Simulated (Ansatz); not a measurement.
This script drives Ansatz's Python interface.

`torsion_c2h3alo2.py`:
```python
"""Energy of C2H3AlO2 as one group turns about a bond."""

import logging
import sys
import warnings

import ansatz as az
from ase import Atoms

logging.basicConfig(stream=sys.stdout, format="[%(levelname)s] %(message)s")
log = logging.getLogger("run")
log.setLevel(logging.INFO)

warnings.simplefilter("ignore", az.DeckWarning)

atoms = Atoms(["C", "C", "O", "Al", "O", "H", "H", "H"], positions=[
    (1.4214, 1.0404, 0.4336),
    (0.6988, -0.0517, 0.2938),
    (0.5679, -1.5077, 0.5792),
    (-0.6514, -0.8575, -0.3735),
    (-2.3019, -1.001, -1.3141),
    (2.2991, 1.1209, 0.9778),
    (1.0228, 1.9948, -0.0268),
    (-2.9645, -0.7952, -0.6258),
])

# relax first, so that the scan starts from a minimum
first = (
    az.Crystal.molecule_from_ase(atoms).calculation()
    .basis(gaussian="def2-SVP")
    .functional("PBE")
    .accuracy("medium")
    .relax(force_tolerance=0.02, max_steps=80)
)
atoms.positions = first.run(threads=1).report["positions_ang"]

start = atoms.get_dihedral(1, 3, 4, 7)
energies = {}
for turn in range(0, 360, 30):
    turned = atoms.copy()
    turned.set_dihedral(1, 3, 4, 7, start + turn, indices=[4, 7])
    calculation = az.Crystal.molecule_from_ase(turned).calculation()
    calculation = calculation.basis(gaussian="def2-SVP")
    calculation = calculation.functional("PBE").accuracy("medium")
    energies[round((start + turn) % 360)] = calculation.run(threads=1).report["free_energy_ev"]
floor = min(energies.values())
log.info("dihedral C1-Al3-O4-H7 (deg)   E - E(min) (kcal/mol)")
for angle, e in sorted(energies.items()):
    log.info(f"{angle:8d} {23.060548 * (e - floor):14.3f}  " + "#" * int(30 * (e - floor) / max(max(energies.values()) - floor, 1e-9)))
```

It is started by `python torsion_c2h3alo2.py`. Estimate its wall time and peak memory on 1 thread of Arm Neoverse V2, with other jobs on the host.

It took about 54 s, with a peak of 0.2 GiB, for 13 runs of the engine.

```console
$ python torsion_c2h3alo2.py
[INFO] dihedral C1-Al3-O4-H7 (deg)   E - E(min) (kcal/mol)
[INFO]        0          0.000
[INFO]       30          0.393  #######
[INFO]       60          1.205  ######################
[INFO]       90          1.636  #############################
[INFO]      120          1.257  #######################
[INFO]      150          0.470  ########
[INFO]      180          0.074  #
[INFO]      210          0.460  ########
[INFO]      240          1.248  ######################
[INFO]      270          1.637  ##############################
[INFO]      300          1.216  ######################
[INFO]      330          0.404  #######
```

The settings weren't tested for convergence. The scan is rigid and the energies are electronic, in a modest basis. With rigid groups the curve can differ much from the relaxed path, the start wasn't checked as a minimum of this torsion, and equivalent turns needn't return to the same energy.

(Lines on the test bed's own set-up are left out of the output.)
